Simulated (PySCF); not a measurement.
# As2 (SMILES [As]#[As]): BLYP/def2-TZVPPD

What is the vertical electron affinity of As2 at BLYP/def2-TZVPPD? 

The results are computed with PySCF 2.14.0.

1 further run of the same task is left out (set aside as unsound or not needed).

## 1. The system as given

As2: 2 atoms, total charge 0, spin state singlet. As SMILES, `[As]#[As]`. The shape is that of a PBE0-D4/def2-TZVP optimisation.

Bond lengths: As1–As2 2.089 Å.

## 2. The energy at BLYP/def2-TZVPPD

input.py

```python
from pyscf import gto, dft

mol = gto.M(
    atom='''
As       0.000000       0.000000       0.002480
As       0.000000       0.000000       2.091490
''',
    verbose=3,
    basis='def2-tzvppd',
    max_memory=1860,
)

mf = dft.RKS(mol)
mf.xc = 'blyp'
mf.conv_tol = 1e-10
mf.grids.level = 5
mf.kernel()
if not mf.converged:
    mf = mf.newton().run(mf.mo_coeff, mf.mo_occ)

etot = mf.e_tot
print('Final energy', etot)
```

On the command line:

```
$ OMP_NUM_THREADS=1 python input.py
```

The program printed:

```text
converged SCF energy = -4471.87501218657
Final energy -4471.875012186565
```

Run time: 8.1 s. Hardware: 1 thread of Arm Neoverse V2, shared host; peak memory 0.54 GiB.

## 3. The doublet anion, same level

calc.py

```python
from pyscf import gto, dft

mol = gto.M(
    atom='''
As     0.000000     0.000000     0.004687
As     0.000000     0.000000     3.952343
''',
    charge=-1,
    unit='bohr',
    max_memory=1860,
    spin=1,
    verbose=3,
    basis='def2-tzvppd',
)

myscf = dft.UKS(mol)
myscf.xc = 'blyp'
myscf.grids.level = 5
myscf.conv_tol = 1e-10
myscf.kernel()
if not myscf.converged:
    myscf = myscf.newton().run(myscf.mo_coeff, myscf.mo_occ)

etot = myscf.e_tot
print('E(%s) = %.9f' % ('BLYP', etot))
```

On the command line:

```
$ OMP_NUM_THREADS=1 python calc.py
```

The program printed:

```text
WARN: HOMO -0.139905596721623 >= LUMO -0.139905596721621

converged SCF energy = -4471.88751382551  <S^2> = 0.75165668  2S+1 = 2.001656
E(BLYP) = -4471.887513826
```

It took 20 s on 1 thread of Arm Neoverse V2, shared host; peak memory 0.55 GiB.

## 4. Summary of results

At BLYP/def2-TZVPPD:

| quantity | value |
| --- | --- |
| singlet As2: total energy | -4471.87501 Eh |
| singlet As2: dipole moment | 0.00 D |
| singlet As2: HOMO energy | -6.34 eV |
| singlet As2: LUMO energy | -3.22 eV |
| singlet As2: HOMO–LUMO gap | 3.13 eV |
| doublet anion: total energy | -4471.88751 Eh |
| doublet anion: HOMO energy (highest over α and β) | 2.44 eV |
| doublet anion: LUMO energy (lowest over α and β) | 2.46 eV |
| doublet anion: ⟨S²⟩ | 0.752 |
| vertical electron affinity (to the doublet anion) | 0.340 eV |

At fixed nuclei the extra electron is bound by 0.34 eV (7.8 kcal/mol). The HOMO (doublet anion) lies at positive energy, 2.44 eV, as semi-local functionals often give for anions; only total energies tell whether the electron is bound.
